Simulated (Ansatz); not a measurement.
Write a Python script for the Python package of Ansatz (0.2.0) that makes harmonic frequencies at the relaxed geometry of C2H3IOSi, SMILES IC=C1O[SiH2]1. Settings (for the species named): PBE, def2-SVP basis, multiplicity 1, D3BJ dispersion.

| atom | x (Å) | y (Å) | z (Å) |
| --- | --- | --- | --- |
| I | -1.8895 | 1.2201 | 1.9290 |
| C | -0.0595 | 0.8974 | 1.2277 |
| C | 0.1570 | 0.1464 | 0.1668 |
| O | 1.3948 | -0.2103 | -0.4354 |
| Si | -0.0917 | -0.8711 | -1.1732 |
| H | 0.7655 | 1.3772 | 1.7662 |
| H | -0.1763 | -0.2929 | -2.5188 |
| H | -0.0081 | -2.3239 | -1.0180 |

The script, `c2h3iosi_freq.py`:
```python
"""Vibrations of C2H3IOSi."""

import itertools

import ansatz as az
from ase.data import atomic_numbers, covalent_radii
import numpy as np


def main() -> None:
    geometry = (
        az.Crystal.molecule()
        .atom("I", (-1.8895, 1.2201, 1.929))
        .atom("C", (-0.0595, 0.8974, 1.2277))
        .atom("C", (0.157, 0.1464, 0.1668))
        .atom("O", (1.3948, -0.2103, -0.4354))
        .atom("Si", (-0.0917, -0.8711, -1.1732))
        .atom("H", (0.7655, 1.3772, 1.7662))
        .atom("H", (-0.1763, -0.2929, -2.5188))
        .atom("H", (-0.0081, -2.3239, -1.018))
    )

    setup = (
        geometry.calculation()
        .basis(gaussian="def2-SVP")
        .functional("pbe", dispersion="d3bj")
    )
    symbols = [site.symbol for site in geometry.cartesian_sites]
    start = np.array([site.position_ang for site in geometry.cartesian_sites], dtype=float)
    data = setup.relax(force_tolerance=0.003, max_steps=100).run().report
    end = np.array(data["positions_ang"])

    # pairs closer than 1.2 times the sum of covalent radii, before or after
    radius = [covalent_radii[atomic_numbers[s]] for s in symbols]
    span = lambda where, i, j: np.linalg.norm(where[i] - where[j])
    bonded = [(i, j) for i, j in itertools.combinations(range(len(symbols)), 2) if min(span(start, i, j), span(end, i, j)) < 1.2 * (radius[i] + radius[j])]
    print("pair        before    after (A)")
    for i, j in bonded:
        print(f"{symbols[i]}{i}-{symbols[j]}{j}".ljust(10), f"{span(start, i, j):8.4f} {span(end, i, j):8.4f}")

    # frequencies need a stationary point, so they are taken at the relaxed geometry
    minimum = az.Crystal.molecule()
    for symbol, place in zip(symbols, end):
        minimum = minimum.atom(symbol, place.tolist())
    vibrating = (
        minimum.calculation()
        .basis(gaussian="def2-SVP")
        .functional("pbe", dispersion="d3bj")
        .phonons(temperatures=(298.15, 498.15, 100))
    )
    vib = vibrating.run().report["vibrations"]
    sums = vib["harmonic_sums"]
    modes = [m["omega_inv_cm"] for m in sums["modes_at_gamma"] if m["rigid_motion"] == "no"]
    print("frequencies (1/cm):", " ".join(f"{w:.0f}" for w in modes))
    print("imaginary modes:", sum(w < 0 for w in modes), " zero-point energy:", round(sums["zero_point_energy_ev"], 4), "eV")
    print("T (K)   F_vib (eV)   S_vib (meV/K)   C_vib (meV/K)")
    for row in zip(sums["temperatures_k"], sums["vibrational_free_energy_ev"], vib["entropy_ev_per_k"], vib["heat_capacity_ev_per_k"]):
        print(f"{row[0]:6.1f} {row[1]:11.4f} {1000 * row[2]:13.4f} {1000 * row[3]:15.4f}")

    # all hydrogen replaced by deuterium
    heavier = vibrating.phonons(masses={"H": 2.014102}).run().report["vibrations"]["harmonic_sums"]
    print("deuterated (1/cm):", " ".join(f"{m['omega_inv_cm']:.0f}" for m in heavier["modes_at_gamma"] if m["rigid_motion"] == "no"))
    print("zero-point energy falls by", round(sums["zero_point_energy_ev"] - heavier["zero_point_energy_ev"], 4), "eV")


if __name__ == "__main__":
    main()
```

```console
$ python c2h3iosi_freq.py
pair        before    after (A)
I0-C1        1.9862   2.1032
C1-C2        1.3177   1.3386
C1-H5        1.0958   1.1005
C2-O3        1.4220   1.3983
C2-Si4       1.7008   1.8013
O3-Si4       1.7862   1.7588
Si4-H6       1.4670   1.4929
Si4-H7       1.4635   1.4928
frequencies (1/cm): 100 197 280 324 533 550 583 631 705 707 764 913 1037 1126 1684 2211 2240 3140
imaginary modes: 0  zero-point energy: 1.0989 eV
T (K)   F_vib (eV)   S_vib (meV/K)   C_vib (meV/K)
 298.1      1.0382        0.5008          0.6486
 398.1      0.9774        0.7136          0.8213
 498.1      0.8960        0.9119          0.9472
deuterated (1/cm): 97 184 233 321 419 460 491 534 577 639 657 688 930 1023 1576 1623 1673 2323
zero-point energy falls by 0.2032 eV
```

Reading the output:
- The settings weren't tested for convergence.
- The frequencies are harmonic and unscaled, in a modest basis. The result belongs to the one conformer reached from this start, and soft torsions count as harmonic oscillators.
- def2 sets replace the cores of elements past krypton by effective core potentials.
- Finished in 6.6 min on 1 thread of Arm Neoverse N1 (shared host), peak memory 0.22 GiB.

(A comment or docstring line of the script was reworded after the run, the code is as it ran; lines on the test bed's own set-up are left out of the output.)
